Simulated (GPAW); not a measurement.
Runs of GPAW 26.7.0 on NaCu. Symmetry: P4/mmm, No. 123, tetragonal system. The conventional cell has a = 2.942 Å, b = 2.942 Å, c = 4.041 Å, α = 90.00°, β = 90.00°, γ = 90.00°. Na (site symmetry 4/mmm) has 8 Cu at 2.90 Å and 4 Na at 2.94 Å as nearest neighbours. Around Cu (site symmetry 4/mmm) lie 8 Na at 2.90 Å and 4 Cu at 2.94 Å. The cell was built by a generator and needn't be a form met in nature.

```tsv
level	potentials or basis	eigensolver	pressure (GPa)
PBE	GPAW PAW data sets (gpaw-data 1.2.1), pw	-	(b)
revPBE	the program's PAW data sets (release 1.2.1) made for this functional, pw	-	4.7
LDA	the program's PAW data sets (release 1.2.1) made for this functional, pw	-	-2.0
PBEsol	PAW data sets generated in the run's folder for this functional, pw	-	0.7
RPBE	the program's PAW data sets (release 1.2.1) made for this functional, pw	-	(a)
BLYP	PAW data sets generated in the run's folder for this functional, pw	davidson	4.4
```

Alike in all rows: task band structure; no spin polarisation; cell as given; k mesh 9 × 9 × 7; cutoff (eV) 800; smearing fermi-dirac 0.05 eV.

Problem. Fill in the values left out.

Solution. (a) 5.2; (b) 2.8.

Caveats: with this Cu data set, volumes or pressures lay over 1.5 % or 2 GPa off other programs in two to four cells of ten.
